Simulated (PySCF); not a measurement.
# C₈H₁₃GeN: NMR shieldings, spin-spin couplings

What do calculations give for the NMR shieldings, spin-spin couplings of C₈H₁₃GeN (`[CH3][Ge]([CH3])([CH3])[c]1ccncc1`)?

Programs: PySCF 2.14.0, with routines of our own; each step states its level. All values are computed. Atoms count from 0.

## 1. The starting structure

23 atoms, charge 0, multiplicity 1; geometry from: GFN2-xTB.

## 2. Optimising the geometry at PBE0-D3(BJ)/def2-SVP

What the job is given:

```
{"job": {"xc": "PBE0", "basis": "def2-SVP", "d3": "d3bj", "grid": 1, "maxiter": 30, "shake": 0.01, "kind": "geom"}, "charge": 0, "multiplicity": 1}
C     -1.873110    -0.422540     1.664050
Ge    -1.095890    -0.084070    -0.132610
C     -1.759350     1.645020    -0.879990
C     -1.515790    -1.568350    -1.364220
C      0.874580     0.031520     0.073850
C      1.438180     1.015920     0.898810
C      2.828700     1.070240     1.032010
N      3.660740     0.250050     0.409240
C      3.113740    -0.678140    -0.344080
C      1.748870    -0.829950    -0.549830
H     -1.657710     0.406550     2.353830
H     -1.517780    -1.324630     2.091780
H     -3.003300    -0.453100     1.576100
H     -1.299960     1.847130    -1.830390
H     -2.821630     1.613970    -1.001320
H     -1.494900     2.485820    -0.200440
H     -1.193740    -2.510900    -0.974840
H     -1.122570    -1.411070    -2.338220
H     -2.629210    -1.643010    -1.475250
H      0.785430     1.719910     1.433760
H      3.273600     1.819120     1.650340
H      3.830790    -1.362720    -0.860880
H      1.377980    -1.593250    -1.228870
```

The run is started by

```sh
$ OMP_NUM_THREADS=1 python heavy_run.py task.json out
```

This one command runs all jobs of the session in turn.

What it wrote:

```text
step   0  E = -2443.23658202  max force = 0.033861
step   1  E = -2443.24407571  max force = 0.008119
step   2  E = -2443.24480369  max force = 0.002697
step   3  E = -2443.24491892  max force = 0.002736
step   4  E = -2443.24492182  max force = 0.003883
step   5  E = -2443.24508476  max force = 0.000812
step   6  E = -2443.24509391  max force = 0.000660
step   7  E = -2443.24509858  max force = 0.000405
optimisation converged
```

Run time: 2.5 min. Hardware: 1 thread of AMD EPYC 9R45, shared host; peak memory 1.2 GiB.

The steps of the relaxation:

```
step  energy from step 0 (eV)  largest force component (eV/Å)
   0                   0.0000                          1.7412
   1                  -0.2039                          0.4175
   2                  -0.2237                          0.1387
   3                  -0.2269                          0.1407
   4                  -0.2269                          0.1997
   5                  -0.2314                          0.0418
   6                  -0.2316                          0.0339
   7                  -0.2317                          0.0208
```

Distances of close pairs at the start and the end, largest changes first:

```
  bond  before (Å)  after (Å)  change (Å)
Ge1–C2       1.997      1.954      -0.043
C0–H11       1.060      1.100      +0.040
C3–H17       1.062      1.100      +0.038
C0–H12       1.134      1.100      -0.034
C0–Ge1       1.987      1.954      -0.032
C3–H16       1.069      1.100      +0.031
C2–H14       1.070      1.100      +0.031
C6–H20       1.068      1.097      +0.029
```

The end geometry stands in the next job.

```
                         at the end point                value
rotational constants (GHz, main isotopes)  1.969, 0.618, 0.560
                        dipole moment (D)                 2.82
```

## 3. NMR shieldings: PBE/pcJ-1 Ge:dyall-v2z, non-relativistic

What the job is given:

```
{"job": {"kind": "hnmr", "xc": "PBE", "basis": {"default": "pcJ-1", "Ge": "dyall-v2z"}, "rel": "nr"}, "charge": 0, "multiplicity": 1}
C     -1.802779    -0.360670     1.741264
Ge    -1.109695    -0.074236    -0.063545
C     -1.774917     1.619978    -0.775042
C     -1.604068    -1.555448    -1.235669
C      0.846989     0.031840     0.037012
C      1.476380     1.021404     0.802305
C      2.868846     1.073399     0.848428
N      3.657495     0.222206     0.196061
C      3.068932    -0.722244    -0.532114
C      1.684355    -0.858401    -0.643469
H     -1.481544     0.450686     2.411391
H     -1.431050    -1.311871     2.149333
H     -2.902820    -0.388103     1.734583
H     -1.341775     1.817961    -1.766409
H     -2.870799     1.596604    -0.870371
H     -1.504748     2.452643    -0.108594
H     -1.236231    -2.512826    -0.837486
H     -1.189129    -1.413725    -2.244702
H     -2.698972    -1.619178    -1.322426
H      0.895381     1.757898     1.365946
H      3.370948     1.845301     1.444292
H      3.733376    -1.415628    -1.062318
H      1.273370    -1.660574    -1.262620
```

Method: PBE/pcJ-1 Ge:dyall-v2z GIAO NMR shielding, non-relativistic, Gaussian nuclei, gas phase.

What it wrote:

```text
non-relativistic SCF
coarse grid: 86112 points
cycle   1  E = -2443.4465818542  dE = -1.199e+01  |g| = 2.330e+00  |ddm| = 4.198e+00
cycle   2  E = -2443.1041646899  dE =  3.424e-01  |g| = 2.335e+00  |ddm| = 1.996e+00
cycle   3  E = -2443.6257306923  dE = -5.216e-01  |g| = 7.812e-01  |ddm| = 1.581e+00
cycle   4  E = -2443.6820285026  dE = -5.630e-02  |g| = 1.466e-01  |ddm| = 3.596e-01
cycle   5  E = -2443.6861071455  dE = -4.079e-03  |g| = 5.146e-02  |ddm| = 1.291e-01
cycle   6  E = -2443.6864379099  dE = -3.308e-04  |g| = 3.032e-02  |ddm| = 6.520e-02
cycle   7  E = -2443.6866348895  dE = -1.970e-04  |g| = 8.345e-03  |ddm| = 3.341e-02
cycle   8  E = -2443.6866522092  dE = -1.732e-05  |g| = 2.744e-03  |ddm| = 1.003e-02
cycle   9  E = -2443.6866542035  dE = -1.994e-06  |g| = 4.463e-04  |ddm| = 2.733e-03
final grid: 183536 points
cycle  10  E = -2443.6867373713  dE = -9.022e-09  |g| = 9.052e-04  |ddm| = 3.840e-03
cycle  11  E = -2443.6867363605  dE =  1.011e-06  |g| = 2.113e-03  |ddm| = 2.540e-03
cycle  12  E = -2443.6867375593  dE = -1.199e-06  |g| = 2.655e-04  |ddm| = 1.973e-03
cycle  13  E = -2443.6867375762  dE = -1.695e-08  |g| = 5.864e-05  |ddm| = 2.682e-04
cycle  14  E = -2443.6867375769  dE = -6.930e-10  |g| = 1.736e-05  |ddm| = 6.458e-05
converged SCF energy = -2443.6867375769
check of the scalar solution
cycle   1  E = -2443.6867375769  dE = -2.444e+03  |FDS-SDF| = 1.736e-05
cycle   2  E = -2443.6867375764  dE =  4.861e-10  |FDS-SDF| = 4.644e-05
converged, E = -2443.6867375764

Field gradients (au) and densities at the nuclei (bohr^-3)
atom        Vxx        Vyy        Vzz        centre      nuclear mean
  0 C      0.0062     0.0141    -0.0204        125.453        125.450
  1 Ge    -0.1350    -0.1529     0.2879      22244.639      22230.784
  2 C      0.0060     0.0146    -0.0206        125.453        125.450
  3 C      0.0128     0.0150    -0.0278        125.447        125.445
  4 C     -0.1695    -0.1963     0.3658        125.634        125.631
  5 C     -0.0972    -0.1709     0.2681        125.606        125.603
  6 C     -0.0810    -0.1983     0.2793        125.616        125.614
  7 N      0.3581     0.7227    -1.0807        203.846        203.840
  8 C     -0.0830    -0.1981     0.2811        125.617        125.615
  9 C     -0.1067    -0.1682     0.2749        125.607        125.604
 10 H     -0.1441    -0.1470     0.2912          0.473          0.473
 11 H     -0.1435    -0.1475     0.2910          0.473          0.473
 12 H     -0.1434    -0.1473     0.2907          0.473          0.473
 13 H     -0.1434    -0.1474     0.2908          0.473          0.473
 14 H     -0.1436    -0.1474     0.2910          0.473          0.473
 15 H     -0.1442    -0.1471     0.2913          0.473          0.473
 16 H     -0.1425    -0.1481     0.2906          0.473          0.473
 17 H     -0.1425    -0.1481     0.2906          0.473          0.473
 18 H     -0.1436    -0.1477     0.2912          0.473          0.473
 19 H     -0.1351    -0.1586     0.2937          0.481          0.481
 20 H     -0.1334    -0.1531     0.2865          0.484          0.484
 21 H     -0.1333    -0.1529     0.2862          0.484          0.484
 22 H     -0.1365    -0.1575     0.2940          0.481          0.481

Core orbital energies (eV)
atom   shell        mean    spread
  1 Ge 1s       -10801.624   0.000
  1 Ge 2s        -1335.759   0.000
  1 Ge 3s         -161.821   0.000
  1 Ge 2p        -1189.036   0.009
  1 Ge 3p         -113.258   0.028
  1 Ge 3d          -29.113   0.088

Shielding tensors (ppm)
atom      isotropic    diamagn.    paramagn.     s11        s22        s33       span
  0 C       180.25      251.49      -71.25     174.27     177.45     189.03      14.76
  1 Ge     1310.92     2763.27    -1452.35    1276.42    1300.14    1356.20      79.79
  2 C       180.38      251.47      -71.10     173.89     178.08     189.16      15.28
  3 C       184.29      252.07      -67.79     178.53     185.13     189.20      10.68
  4 C        21.74      255.11     -233.37     -62.61     -51.39     179.23     241.84
  5 C        46.19      257.97     -211.77     -70.29      47.40     161.47     231.76
  6 C        26.09      254.75     -228.65     -81.63      24.99     134.93     216.56
  7 N       -96.53      333.28     -429.80    -411.52    -171.77     293.70     705.22
  8 C        25.96      254.56     -228.60     -81.35      24.40     134.82     216.16
  9 C        47.36      257.08     -209.72     -69.42      48.73     162.77     232.19
 10 H        30.89       31.41       -0.52      25.43      28.83      38.42      12.99
 11 H        31.12       31.11        0.01      26.31      28.49      38.55      12.24
 12 H        31.06       30.30        0.75      26.14      28.08      38.95      12.81
 13 H        31.12       31.15       -0.02      26.38      28.49      38.51      12.13
 14 H        31.08       30.33        0.75      26.09      28.15      39.00      12.91
 15 H        30.88       31.39       -0.52      25.48      28.74      38.42      12.94
 16 H        30.86       31.50       -0.64      26.31      27.65      38.62      12.31
 17 H        30.84       31.54       -0.70      26.23      27.72      38.58      12.35
 18 H        31.02       30.31        0.71      25.74      28.60      38.71      12.97
 19 H        24.07       34.53      -10.45      20.31      20.98      30.93      10.63
 20 H        22.58       28.60       -6.02      18.41      22.06      27.26       8.85
 21 H        22.61       28.45       -5.84      18.44      22.11      27.28       8.83
 22 H        24.08       34.35      -10.27      19.67      21.50      31.06      11.39
```

Run time: 53 s. Hardware: 1 thread of AMD EPYC 9R45, shared host; peak memory 2.3 GiB.

## 4. Spin-spin couplings: PBE/pcJ-1 Ge:dyall-v2z, non-relativistic

Settings changed since step 3:

```diff
@@ -1,2 +1,2 @@
-{"job": {"kind": "hnmr", "xc": "PBE", "basis": {"default": "pcJ-1", "Ge": "dyall-v2z"}, "rel": "nr"}, "charge": 0, "multiplicity": 1}
+{"job": {"kind": "hj", "xc": "PBE", "basis": {"default": "pcJ-1", "Ge": "dyall-v2z"}, "rel": "nr", "atoms": [1]}, "charge": 0, "multiplicity": 1}
 C     -1.802779    -0.360670     1.741264
```

Method: PBE/pcJ-1 Ge:dyall-v2z indirect spin-spin coupling, non-relativistic, Gaussian nuclei, gas phase.

What it wrote:

```text
non-relativistic SCF
coarse grid: 86112 points
cycle   1  E = -2443.4465818542  dE = -1.199e+01  |g| = 2.330e+00  |ddm| = 4.198e+00
cycle   2  E = -2443.1041646899  dE =  3.424e-01  |g| = 2.335e+00  |ddm| = 1.996e+00
cycle   3  E = -2443.6257306923  dE = -5.216e-01  |g| = 7.812e-01  |ddm| = 1.581e+00
cycle   4  E = -2443.6820285026  dE = -5.630e-02  |g| = 1.466e-01  |ddm| = 3.596e-01
cycle   5  E = -2443.6861071455  dE = -4.079e-03  |g| = 5.146e-02  |ddm| = 1.291e-01
cycle   6  E = -2443.6864379099  dE = -3.308e-04  |g| = 3.032e-02  |ddm| = 6.520e-02
cycle   7  E = -2443.6866348895  dE = -1.970e-04  |g| = 8.345e-03  |ddm| = 3.341e-02
cycle   8  E = -2443.6866522092  dE = -1.732e-05  |g| = 2.744e-03  |ddm| = 1.003e-02
cycle   9  E = -2443.6866542035  dE = -1.994e-06  |g| = 4.463e-04  |ddm| = 2.733e-03
final grid: 183536 points
cycle  10  E = -2443.6867373713  dE = -9.022e-09  |g| = 9.052e-04  |ddm| = 3.840e-03
cycle  11  E = -2443.6867363605  dE =  1.011e-06  |g| = 2.113e-03  |ddm| = 2.540e-03
cycle  12  E = -2443.6867375593  dE = -1.199e-06  |g| = 2.655e-04  |ddm| = 1.973e-03
cycle  13  E = -2443.6867375762  dE = -1.695e-08  |g| = 5.864e-05  |ddm| = 2.682e-04
cycle  14  E = -2443.6867375769  dE = -6.930e-10  |g| = 1.736e-05  |ddm| = 6.458e-05
converged SCF energy = -2443.6867375769
two-component SCF
cycle   1  E = -2443.6867375769  dE = -2.444e+03  |FDS-SDF| = 1.736e-05
cycle   2  E = -2443.6867375765  dE =  4.557e-10  |FDS-SDF| = 4.644e-05
converged, E = -2443.6867375765

Indirect spin-spin couplings
  i        j     bonds      J/Hz   K/1e19 T2/J   anisotropy/Hz
  1  73Ge   0  13C    1      -12.24      115.78       -24.6
  1  73Ge   2  13C    1      -12.27      116.11       -24.6
  1  73Ge   3  13C    1      -12.54      118.61       -24.7
  1  73Ge   4  13C    1      -16.10      152.30       -24.2
  1  73Ge   5  13C    2       -1.78       16.82         1.1
  1  73Ge   6  13C    3       -1.55       14.64        -1.1
  1  73Ge   7  15N    4        0.09        2.14        -0.3
  1  73Ge   8  13C    3       -1.48       14.01        -1.2
  1  73Ge   9  13C    2       -1.72       16.22         1.2
  1  73Ge  10   1H    2        1.73       -4.12        -2.5
  1  73Ge  11   1H    2        1.71       -4.06        -2.5
  1  73Ge  12   1H    2        1.34       -3.18        -2.6
  1  73Ge  13   1H    2        1.71       -4.08        -2.5
  1  73Ge  14   1H    2        1.33       -3.16        -2.6
  1  73Ge  15   1H    2        1.72       -4.09        -2.5
  1  73Ge  16   1H    2        1.79       -4.26        -2.4
  1  73Ge  17   1H    2        1.80       -4.29        -2.4
  1  73Ge  18   1H    2        1.15       -2.74        -2.7
  1  73Ge  19   1H    3       -2.47        5.88         0.4
  1  73Ge  20   1H    4       -0.85        2.04        -0.3
  1  73Ge  21   1H    4       -0.87        2.08        -0.3
  1  73Ge  22   1H    3       -2.49        5.93         0.5
```

Wall time 44 s (1 thread of AMD EPYC 9R45, shared host); peak memory 2.2 GiB.

## 5. NMR shieldings: PBE/pcJ-1 Ge:dyall-v2z, spin-free

Settings changed since step 4:

```diff
@@ -1,2 +1,2 @@
-{"job": {"kind": "hj", "xc": "PBE", "basis": {"default": "pcJ-1", "Ge": "dyall-v2z"}, "rel": "nr", "atoms": [1]}, "charge": 0, "multiplicity": 1}
+{"job": {"kind": "hnmr", "xc": "PBE", "basis": {"default": "pcJ-1", "Ge": "dyall-v2z"}, "rel": "sf"}, "charge": 0, "multiplicity": 1}
 C     -1.802779    -0.360670     1.741264
```

Method: PBE/pcJ-1 Ge:dyall-v2z GIAO NMR shielding, spin-free X2C, Gaussian nuclei, gas phase.

What it wrote:

```text
spin-free SCF
coarse grid: 86112 points
cycle   1  E = -2465.4948402907  dE =  7.929e-01  |g| = 9.724e-01  |ddm| = 4.180e+00
cycle   2  E = -2465.2430744026  dE =  2.518e-01  |g| = 1.567e+00  |ddm| = 1.902e+00
cycle   3  E = -2465.6775119094  dE = -4.344e-01  |g| = 1.258e-01  |ddm| = 1.151e+00
cycle   4  E = -2465.6780228910  dE = -5.110e-04  |g| = 9.709e-02  |ddm| = 1.359e-01
cycle   5  E = -2465.6797058836  dE = -1.683e-03  |g| = 2.868e-02  |ddm| = 7.734e-02
cycle   6  E = -2465.6798568252  dE = -1.509e-04  |g| = 9.774e-03  |ddm| = 3.145e-02
cycle   7  E = -2465.6798712116  dE = -1.439e-05  |g| = 4.084e-03  |ddm| = 1.004e-02
cycle   8  E = -2465.6798755395  dE = -4.328e-06  |g| = 9.865e-04  |ddm| = 4.706e-03
final grid: 183536 points
cycle   9  E = -2465.6801108809  dE =  1.208e-06  |g| = 2.605e-03  |ddm| = 4.806e-03
cycle  10  E = -2465.6800989600  dE =  1.192e-05  |g| = 6.907e-03  |ddm| = 8.896e-03
cycle  11  E = -2465.6801125259  dE = -1.357e-05  |g| = 6.697e-04  |ddm| = 6.875e-03
cycle  12  E = -2465.6801125826  dE = -5.667e-08  |g| = 4.490e-04  |ddm| = 8.615e-04
cycle  13  E = -2465.6801126235  dE = -4.094e-08  |g| = 7.914e-05  |ddm| = 3.577e-04
cycle  14  E = -2465.6801126250  dE = -1.445e-09  |g| = 1.283e-05  |ddm| = 6.850e-05
converged SCF energy = -2465.6801126250
check of the scalar solution
cycle   1  E = -2465.6801126250  dE = -2.466e+03  |FDS-SDF| = 1.283e-05
cycle   2  E = -2465.6801126249  dE =  5.775e-11  |FDS-SDF| = 2.055e-05
converged, E = -2465.6801126249

Field gradients (au) and densities at the nuclei (bohr^-3)
atom        Vxx        Vyy        Vzz        centre      nuclear mean
  0 C      0.0015     0.0093    -0.0107        126.035        126.033
  1 Ge    -0.1400    -0.1570     0.2970      29278.393      29248.922
  2 C      0.0013     0.0097    -0.0110        126.035        126.033
  3 C      0.0080     0.0102    -0.0181        126.030        126.027
  4 C     -0.1732    -0.1894     0.3626        126.216        126.214
  5 C     -0.0973    -0.1698     0.2671        126.186        126.184
  6 C     -0.0809    -0.1978     0.2786        126.197        126.195
  7 N      0.3586     0.7217    -1.0803        205.148        205.143
  8 C     -0.0828    -0.1975     0.2804        126.198        126.195
  9 C     -0.1066    -0.1671     0.2737        126.187        126.185
 10 H     -0.1441    -0.1467     0.2909          0.473          0.473
 11 H     -0.1435    -0.1472     0.2907          0.473          0.473
 12 H     -0.1434    -0.1470     0.2905          0.473          0.473
 13 H     -0.1434    -0.1471     0.2905          0.473          0.473
 14 H     -0.1436    -0.1471     0.2907          0.473          0.473
 15 H     -0.1442    -0.1468     0.2910          0.473          0.473
 16 H     -0.1425    -0.1478     0.2903          0.473          0.473
 17 H     -0.1424    -0.1478     0.2903          0.473          0.473
 18 H     -0.1435    -0.1474     0.2909          0.473          0.473
 19 H     -0.1350    -0.1585     0.2936          0.481          0.481
 20 H     -0.1333    -0.1531     0.2863          0.484          0.484
 21 H     -0.1332    -0.1528     0.2861          0.484          0.484
 22 H     -0.1365    -0.1574     0.2939          0.481          0.481
without picture change
  1 Ge                           0.3063                     45069.409

Core orbital energies (eV)
atom   shell        mean    spread
  1 Ge 1s       -10948.129   0.000
  1 Ge 2s        -1369.274   0.000
  1 Ge 3s         -167.273   0.000
  1 Ge 2p        -1196.400   0.009
  1 Ge 3p         -114.471   0.027
  1 Ge 3d          -28.322   0.093

vertical triplet (scalar unrestricted SCF): 3.847 eV

Shielding tensors (ppm)
atom      isotropic    diamagn.    paramagn.     s11        s22        s33       span
  0 C       178.45      251.41      -72.96     171.68     174.76     188.92      17.24
  1 Ge     1305.80     2773.79    -1467.99    1271.46    1294.44    1351.51      80.05
  2 C       178.58      251.39      -72.81     171.28     175.42     189.06      17.78
  3 C       182.58      251.91      -69.33     175.87     182.90     188.98      13.11
  4 C        20.33      255.05     -234.72     -63.12     -52.70     176.81     239.93
  5 C        46.42      258.04     -211.62     -69.60      47.57     161.29     230.89
  6 C        26.01      254.82     -228.81     -81.69      25.12     134.61     216.30
  7 N       -96.63      333.25     -429.88    -411.32    -171.91     293.35     704.67
  8 C        25.90      254.63     -228.73     -81.36      24.56     134.51     215.86
  9 C        47.60      257.17     -209.57     -68.70      48.88     162.63     231.33
 10 H        30.81       31.40       -0.59      25.39      28.79      38.26      12.87
 11 H        31.05       31.10       -0.05      26.29      28.43      38.42      12.13
 12 H        30.98       30.27        0.72      26.12      28.04      38.79      12.67
 13 H        31.06       31.14       -0.08      26.36      28.43      38.38      12.02
 14 H        31.01       30.30        0.71      26.07      28.11      38.84      12.77
 15 H        30.80       31.39       -0.58      25.45      28.70      38.26      12.81
 16 H        30.78       31.47       -0.69      26.27      27.60      38.48      12.21
 17 H        30.77       31.51       -0.74      26.19      27.68      38.44      12.25
 18 H        30.94       30.26        0.68      25.73      28.56      38.54      12.81
 19 H        24.07       34.54      -10.46      20.32      21.01      30.89      10.57
 20 H        22.57       28.60       -6.03      18.41      22.05      27.25       8.83
 21 H        22.60       28.45       -5.85      18.44      22.10      27.26       8.82
 22 H        24.08       34.36      -10.28      19.69      21.52      31.02      11.33
```

Wall time 99 s (1 thread of AMD EPYC 9R45, shared host); peak memory 2.3 GiB.

## 6. Shieldings side by side

```
                                             run     Ge1     C0     C2     C3    C4    C9    C5  time
step 3, PBE/pcJ-1 Ge:dyall-v2z, non-relativistic  1310.9  180.2  180.4  184.3  21.7  47.4  46.2  53 s
       step 5, PBE/pcJ-1 Ge:dyall-v2z, spin-free  1305.8  178.5  178.6  182.6  20.3  47.6  46.4  99 s
```

## 7. Outcome

| quantity | value |
| --- | --- |
| rotational constants (main isotopes) | 1.97, 0.62, 0.56 GHz |
| shieldings (step 3, PBE/pcJ-1 Ge:dyall-v2z, non-relativistic) | C0 180.2, Ge1 1310.9, C2 180.4, C3 184.3, C4 21.7, C5 46.2, C6 26.1, N7 -96.5, C8 26.0, C9 47.4 ppm |
| largest reduced coupling (step 4, PBE/pcJ-1 Ge:dyall-v2z, non-relativistic) | Ge1–C4: J = -16.1 Hz, K = 152·10¹⁹ T²/J |
| shieldings (step 5, PBE/pcJ-1 Ge:dyall-v2z, spin-free) | C0 178.5, Ge1 1305.8, C2 178.6, C3 182.6, C4 20.3, C5 46.4, C6 26.0, N7 -96.6, C8 25.9, C9 47.6 ppm |

Relaxing lowered the energy by 0.232 eV in 7 steps; the close pair that moved most is Ge1–C2, from 1.997 to 1.954 Å. No frequency check was run at this level, so the end point may be a saddle. In step 3, N7 has the widest tensor, 705 ppm. Ge1 moves most between the runs, by 5 ppm; the labels say what changes from run to run.
